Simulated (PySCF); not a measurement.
**A gas-phase reaction: ClHOZn + H4OSi → ClH3OSiZn + H2O**

Aim: the reaction energy of `[OH][Zn][Cl]` + `O[SiH3]` → `[SiH3][O][Zn][Cl]` + `O`.

Programs: PySCF 2.14.0. All values are calculated, for the isolated system unless a continuum is named. Atoms count from 0, parts from 1.

## Step 1: Starting point

Each species was relaxed by itself at PBE0-D3(BJ)/def2-SVPD.

## Step 2: Energies of the species: wB97M-D3(BJ)/def2-TZVPD

What the job is given:

```
{"job": {"kind": "react", "xc": "wB97M-D3(BJ)", "basis": "def2-TZVPD"}, "charge": 0, "multiplicity": 1}
-1 ClHOZn charge 0 multiplicity 1
O      0.102270    -0.222280     1.290590
Zn    -0.254970     0.144360    -0.409090
Cl    -0.829300     0.622950    -2.384050
H      0.981990    -0.545020     1.502550

-1 H4OSi charge 0 multiplicity 1
O      1.098430    -0.512120    -0.420980
Si    -0.434300     0.023470     0.003590
H      1.853920    -0.108760     0.011300
H     -0.701030    -0.199210     1.457030
H     -0.598680     1.478910    -0.292620
H     -1.377020    -0.778150    -0.820040

+1 ClH3OSiZn charge 0 multiplicity 1
Si    -1.141200     0.269650     0.382290
O      0.060760    -0.189440    -0.657860
Zn     1.791730    -0.473740    -0.782210
Cl     3.848990    -0.842610    -1.045830
H     -0.936610     1.677220     0.848220
H     -2.447220     0.175360    -0.332940
H     -1.176450    -0.616450     1.588290

+1 H2O charge 0 multiplicity 1
O     -0.002770     0.389220    -0.011370
H     -0.761480    -0.200020     0.006180
H      0.764280    -0.189160     0.005170
```

With the program's defaults for keys left out, this is: wB97M-D3(BJ)/def2-TZVPD reaction energy of separated species, gas phase.

The run is started by

```sh
$ OMP_NUM_THREADS=1 python cluster_run.py task.json out
```

The driver reads the jobs from task.json and runs them one after another.

**Question.** The jobs that follow are: PBE0-D3(BJ)/def2-TZVPD reaction energy of separated species, gas phase. Predict: reaction energy (wB97M-D3(BJ)/def2-TZVPD); ΔH, ΔG at 298 K (xTB thermal terms). Thermal terms come from harmonic xTB runs on each species.

The runs gave:

| quantity | value |
| --- | --- |
| reaction energy (wB97M-D3(BJ)/def2-TZVPD) | -5.12 kcal/mol |
| ΔH, ΔG at 298 K (xTB thermal terms) | -5.2, -4.5 kcal/mol |
| range of the reaction energy over the runs of this table | -5.33 to -5.12 kcal/mol |

The reaction is exothermic by 5.2 kcal/mol in the gas phase; dispersion gives -0.19, and xTB itself gave -3.54 for the electronic energy (xTB energies and thermal terms come from the earlier relaxation of each species, not shown). No barrier was sought. The reaction energy runs from -5.33 (PBE0-D3(BJ)/def2-TZVPD) to -5.12 kcal/mol (wB97M-D3(BJ)/def2-TZVPD).
